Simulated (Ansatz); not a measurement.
**C₂H₇CdN: up Jacob's ladder to CCSD(T)**

One table from this session's results is given with a row withheld; the runs are named, their logs left out.

Computed with Ansatz 0.2.0, Gaussian basis. Level: functionals in def2-TZVPP, the program's frozen cores in correlated methods.

The runs, in order: LDA (SPW92), PBE-D4, revPBE-D4, BLYP-D4, r2SCAN-D4, B97M-V, PBE0-D4, B3LYP-D4, r2SCANh-D4, r2SCAN0-D4, HSE06-D4, BHLYP-D4, CAM-B3LYP-D4, LC-ωPBE, ωB97X-V, ωB97M-V, B2PLYP, PBE-QIDH; CCSD(T)/def2-SVP; CCSD(T)/def2-TZVPP; MP2/def2-QZVPP; extrapolation to the limit; RPA on PBE.

**The relaxed structure**

The geometry comes from an earlier relaxation with PBE0-D4 in a triple-zeta def2 set; it is a stationary point, not always the lowest conformer. Cd takes the def2 core potential; no spin-orbit term is included.

11 atoms, charge 0, spin multiplicity 1.

Atoms are counted from 1 here; the program's logs count them from 0.

Bond lengths: C1–C2 1.525 Å, C1–H5 1.093 Å, C1–H6 1.096 Å, C1–H7 1.093 Å, C2–Cd3 2.111 Å, C2–H8 1.093 Å, C2–H9 1.094 Å, Cd3–N4 2.021 Å, N4–H10 1.013 Å, N4–H11 1.013 Å. Angles: C2–C1–H5 112.1°, C2–C1–H6 111.4°, C2–C1–H7 112.1°, H5–C1–H6 106.9°, H5–C1–H7 107.0°, H6–C1–H7 107.0°, C1–C2–Cd3 114.9°, C1–C2–H8 110.5°, C1–C2–H9 110.4°, Cd3–C2–H8 107.3°, Cd3–C2–H9 107.0°, H8–C2–H9 106.3°, C2–Cd3–N4 175.4°, Cd3–N4–H10 114.2°, Cd3–N4–H11 114.2°, H10–N4–H11 106.5°.

As a file:

```
C    -0.9807    1.3935    0.8898
C    -0.6398   -0.0906    0.9704
Cd    0.6446   -0.7927   -0.5504
N     1.9938   -1.3838   -1.9348
H    -1.4876    1.6486   -0.0445
H    -1.6456    1.6969    1.7066
H    -0.0898    2.0237    0.9530
H    -1.5501   -0.6951    0.9323
H    -0.1593   -0.3203    1.9259
H     2.1419   -2.3855   -1.9682
H     1.7724   -1.0948   -2.8802
```

The first run:

in.yaml

```yaml
crystal:
  periodic: [false, false, false]
  atoms:
    - {symbol: C, position_ang: [-0.980661, 1.393506, 0.889829]}
    - {symbol: C, position_ang: [-0.639759, -0.090600, 0.970443]}
    - {symbol: Cd, position_ang: [0.644643, -0.792691, -0.550404]}
    - {symbol: N, position_ang: [1.993834, -1.383798, -1.934837]}
    - {symbol: H, position_ang: [-1.487578, 1.648630, -0.044487]}
    - {symbol: H, position_ang: [-1.645604, 1.696948, 1.706623]}
    - {symbol: H, position_ang: [-0.089809, 2.023661, 0.953019]}
    - {symbol: H, position_ang: [-1.550136, -0.695085, 0.932276]}
    - {symbol: H, position_ang: [-0.159281, -0.320325, 1.925938]}
    - {symbol: H, position_ang: [2.141927, -2.385453, -1.968205]}
    - {symbol: H, position_ang: [1.772405, -1.094775, -2.880196]}
basis:
  gaussian: {orbitals: def2-TZVPP}
hamiltonian: {xc: lda}
output: {orbitals: {seedname: orbitals}}
```

On the command line:

```
> ansatz run in.yaml --threads 4 --pin off --events-out ev --progress --plain --max-ram 10444MiB
```

Among the steps run: LDA; PBE-D4 (GGA); revPBE-D4 (GGA); BLYP-D4 (GGA); r2SCAN-D4 (meta-GGA); B97M-V (meta-GGA); B3LYP-D4 (hybrid); r2SCANh-D4 (hybrid); r2SCAN0-D4 (hybrid); HSE06-D4 (hybrid); BHLYP-D4 (hybrid); CAM-B3LYP-D4 (range-separated); LC-ωPBE (range-separated); ωB97X-V (range-separated); ωB97M-V (range-separated); B2PLYP (double hybrid); PBE-QIDH (double hybrid).

One of the session's tables, all rows but one given; the rest of the session is left out.

It belongs to the step «Orbital energies across the functionals». 

```
  functional  HOMO (eV)  gap (eV)
 LDA (SPW92)      -5.31      4.18
      PBE-D4      -5.10      4.15
   revPBE-D4      -5.02      4.16
     BLYP-D4      -4.98      4.04
   r2SCAN-D4      -5.33      4.72
      B97M-V      -5.37      4.43
     PBE0-D4          ?         ?
    B3LYP-D4      -6.15      5.66
  r2SCANh-D4      -5.82      5.47
  r2SCAN0-D4      -6.55      6.57
    HSE06-D4      -5.97      5.42
    BHLYP-D4      -7.55      7.95
CAM-B3LYP-D4      -7.77      8.32
     LC-ωPBE      -9.16     10.86
     ωB97X-V      -8.77     10.29
     ωB97M-V      -8.69      9.82
```

Q: Estimate the row for PBE0-D4 from the others.

**Answer.** HOMO (eV): -6.38; gap (eV): 6.19. In the column «HOMO (eV)» it lies between r2SCAN0-D4 (-6.55) and B3LYP-D4 (-6.15).
